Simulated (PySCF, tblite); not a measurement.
# C4H6Cl2O: magnetic properties

What do calculations give for the magnetic properties of C4H6Cl2O (`CC(=O)CC(Cl)Cl`)?

Programs: tblite 0.8.0 and PySCF 2.14.0, with routines of our own; each step states its level. All values are computed. Atoms count from 0.

### Step 1. The starting structure

13 atoms, charge 0, multiplicity 1; geometry from: force field or distance geometry start.

### Step 2. Geometry optimisation with GFN2-xTB, one coordinate held

Job settings and geometry (Å):

```
{"job": {"kind": "relax", "xc": "GFN2-xTB", "basis": "xTB"}, "charge": 0, "multiplicity": 1}
C     -1.905100     0.505700    -0.079300
C     -0.751900    -0.200500    -0.717200
O     -0.900100    -1.206400    -1.405300
C      0.618300     0.407700    -0.503700
C      1.678700    -0.686200    -0.409500
Cl     2.008500    -1.361200    -2.041300
Cl     1.102300    -2.004300     0.634500
H     -1.980400     1.524500    -0.481700
H     -1.774200     0.543000     1.006600
H     -2.842800    -0.032900    -0.294100
H      0.608500     1.005500     0.416000
H      0.795900     1.070400    -1.339700
H      2.620500    -0.323900     0.008400
```

Started as:

```sh
OMP_NUM_THREADS=1 python excited_run.py task.json out
```

This one command runs all jobs of the session in turn.

Standard output:

```text
step      E/eV     max force
  0    -674.04794    2.412
  1    -674.05564    2.730
  2    -674.09781    0.334
  3    -674.10132    0.267
  4    -674.10842    0.276
  5    -674.11021    0.276
  6    -674.11345    0.259
  7    -674.11494    0.277
  8    -674.11725    0.320
  9    -674.11931    0.338
 10    -674.12132    0.320
 11    -674.12273    0.291
 12    -674.12388    0.282
 13    -674.12496    0.259
 14    -674.12595    0.226
 15    -674.12672    0.195
 16    -674.12727    0.180
 17    -674.12769    0.184
 18    -674.12804    0.191
 19    -674.12829    0.184
 20    -674.12844    0.185
 21    -674.12854    0.184
 22    -674.12863    0.181
 23    -674.12874    0.177
 24    -674.12887    0.172
 25    -674.12899    0.169
 26    -674.12909    0.166
 27    -674.12918    0.162
 28    -674.12927    0.157
 29    -674.12938    0.152
 30    -674.12950    0.144
 31    -674.12964    0.139
 32    -674.12980    0.138
 33    -674.13000    0.142
 34    -674.13025    0.153
 35    -674.13056    0.163
 36    -674.13090    0.171
 37    -674.13120    0.175
 38    -674.13146    0.173
 39    -674.13174    0.166
 40    -674.13203    0.159
 41    -674.13227    0.158
 42    -674.13247    0.168
 43    -674.13264    0.183
 44    -674.13281    0.199
 45    -674.13296    0.211
 46    -674.13307    0.217
 47    -674.13316    0.217
 48    -674.13321    0.209
 49    -674.13330    0.204
 50    -674.13335    0.200
 51    -674.13336    0.198
```

It took 0.36 s on 1 thread of Arm Neoverse V2, shared host; peak memory 0.18 GiB.

One coordinate is held by a constraint (a dihedral, as typed in the start), so the force along it need not vanish.

Step by step: (not every step is listed)

| step | energy from step 0 (eV) | largest force (eV/Å) |
| --- | --- | --- |
| 0 | 0.0000 | 2.4120 |
| 1 | -0.0077 | 2.7300 |
| 2 | -0.0499 | 0.3337 |
| 3 | -0.0534 | 0.2671 |
| 4 | -0.0605 | 0.2760 |
| 5 | -0.0623 | 0.2757 |
| 6 | -0.0655 | 0.2587 |
| 7 | -0.0670 | 0.2774 |
| 8 | -0.0693 | 0.3204 |
| 11 | -0.0748 | 0.2912 |
| 14 | -0.0780 | 0.2261 |
| 17 | -0.0797 | 0.1841 |
| 20 | -0.0805 | 0.1852 |
| 23 | -0.0808 | 0.1770 |
| 26 | -0.0811 | 0.1662 |
| 29 | -0.0814 | 0.1524 |
| 32 | -0.0819 | 0.1377 |
| 35 | -0.0826 | 0.1631 |
| 38 | -0.0835 | 0.1731 |
| 41 | -0.0843 | 0.1583 |
| 44 | -0.0849 | 0.1994 |
| 46 | -0.0851 | 0.2169 |
| 47 | -0.0852 | 0.2172 |
| 48 | -0.0853 | 0.2092 |
| 49 | -0.0854 | 0.2038 |
| 50 | -0.0854 | 0.2001 |
| 51 | -0.0854 | 0.1985 |

Close pairs (by a distance rule), those that changed most:

| bond | before (Å) | after (Å) | change (Å) |
| --- | --- | --- | --- |
| C1–O2 | 1.228 | 1.198 | -0.030 |
| C1–C3 | 1.514 | 1.532 | +0.018 |
| C0–H9 | 1.103 | 1.086 | -0.016 |
| C4–Cl5 | 1.796 | 1.781 | -0.016 |
| C3–H11 | 1.081 | 1.093 | +0.011 |
| C0–H7 | 1.098 | 1.087 | -0.011 |
| C0–C1 | 1.495 | 1.504 | +0.009 |
| C0–H8 | 1.094 | 1.089 | -0.006 |

The final coordinates are the input of the step that follows.

### Step 3. Magnetic properties: GIAO BHandHLYP/pcSseg-1

Job settings and geometry (Å):

```
{"job": {"kind": "mag", "xc": "BHandHLYP", "basis": "pcSseg-1", "isotopologues": 0}, "charge": 0, "multiplicity": 1}
C     -1.911293     0.513757    -0.070549
C     -0.809198    -0.252989    -0.749012
O     -0.991080    -1.242422    -1.399626
C      0.577239     0.366677    -0.544635
C      1.687786    -0.664452    -0.409805
Cl     2.107077    -1.363737    -1.992671
Cl     1.188277    -1.976595     0.688974
H     -1.828342     1.575451    -0.289914
H     -1.819154     0.380846     1.006076
H     -2.880115     0.141225    -0.391403
H      0.567376     0.987446     0.352864
H      0.787677     1.004874    -1.406455
H      2.601224    -0.229428    -0.001297
```

Level: GIAO BHandHLYP/pcSseg-1 magnetisability, rotational g tensor and spin-rotation constants, non-relativistic, gas phase.

Standard output:

```text
coarse grid: 12400 points
cycle   1  E = -1151.2232292725  dE =  1.111e+00  |g| = 8.859e-01  |ddm| = 3.178e+00
cycle   2  E = -1151.0242705984  dE =  1.990e-01  |g| = 1.398e+00  |ddm| = 2.131e+00
cycle   3  E = -1151.4022884920  dE = -3.780e-01  |g| = 9.854e-02  |ddm| = 1.438e+00
cycle   4  E = -1151.4037687785  dE = -1.480e-03  |g| = 6.765e-02  |ddm| = 1.254e-01
cycle   5  E = -1151.4047450348  dE = -9.763e-04  |g| = 1.297e-02  |ddm| = 6.514e-02
cycle   6  E = -1151.4047894201  dE = -4.439e-05  |g| = 4.274e-03  |ddm| = 1.625e-02
cycle   7  E = -1151.4047944635  dE = -5.043e-06  |g| = 1.101e-03  |ddm| = 7.092e-03
final grid: 111768 points
cycle   8  E = -1151.4413259569  dE = -1.434e-05  |g| = 3.670e-03  |ddm| = 1.305e-02
cycle   9  E = -1151.4413247923  dE =  1.165e-06  |g| = 4.546e-03  |ddm| = 5.895e-03
cycle  10  E = -1151.4413290334  dE = -4.241e-06  |g| = 6.281e-04  |ddm| = 3.769e-03
cycle  11  E = -1151.4413291061  dE = -7.273e-08  |g| = 1.539e-04  |ddm| = 5.294e-04
cycle  12  E = -1151.4413291105  dE = -4.345e-09  |g| = 6.346e-05  |ddm| = 2.159e-04
cycle  13  E = -1151.4413291116  dE = -1.067e-09  |g| = 1.687e-05  |ddm| = 7.121e-05
cycle  14  E = -1151.4413291117  dE = -9.891e-11  |g| = 4.354e-06  |ddm| = 3.168e-05
converged SCF energy = -1151.4413291117

Magnetisability tensor (1e-30 J/T^2)
    -1226.72       66.93       73.15
       66.93    -1212.98      118.78
       73.15      118.78    -1365.44
isotropic -1268.38   principal values   -1436.11  -1284.28  -1084.76
isotropic susceptibility -76.384 1e-6 cm^3/mol

Inertial axes            a          b          c
rot. const./GHz      2.4587     1.3077     1.0652
chi total           -77.336    -85.651    -66.164
chi diamagnetic    -557.358  -1007.658  -1173.637
chi paramagnetic    480.022    922.007   1107.473
quadrupole/D A        4.014     -3.092     -0.923
g nuclear            0.5288     0.5605     0.5389
g electronic        -0.5545    -0.5664    -0.5542
g total             -0.0257    -0.0060    -0.0153

Spin-rotation constants (kHz, H = +C I.J)
atom  isotope        aa         bb         cc
  5   35Cl        0.830      0.238      0.363
  6   35Cl        0.882      0.177      0.317
  7     1H       -0.217     -0.107     -0.028
  8     1H       -0.253      0.033     -0.126
  9     1H       -0.113     -0.149     -0.033
 10     1H       -0.246     -0.096     -0.010
 11     1H       -0.273      0.021     -0.105
 12     1H       -0.115     -0.128      0.006
  0    13C*       0.303      0.242      0.202
  1    13C*       1.363      0.311      0.520
  2    17O*      -1.726     -0.113     -1.143
  3    13C*       0.432      0.242      0.240
  4    13C*       0.628      0.280      0.244
* in the singly substituted isotopologue
```

Run time: 23 s. Hardware: 1 thread of Arm Neoverse V2, shared host; peak memory 0.74 GiB.

In short:

| quantity | value |
| --- | --- |
| magnetisability | -1268·10⁻³⁰ J/T² |
| molar susceptibility | -76.4·10⁻⁶ cm³/mol |
| rotational g (a, b, c) | -0.0257, -0.0060, -0.0153 |

### Step 4. Outcome

| quantity | value |
| --- | --- |
| magnetisability (step 3, GIAO BHandHLYP/pcSseg-1) | -1268·10⁻³⁰ J/T² |
| molar susceptibility (step 3, GIAO BHandHLYP/pcSseg-1) | -76.4·10⁻⁶ cm³/mol |
| rotational g (a, b, c) (step 3, GIAO BHandHLYP/pcSseg-1) | -0.0257, -0.0060, -0.0153 |

The values above hold for this geometry and these levels alone. Vibrational averaging and real surroundings are missing from these values.
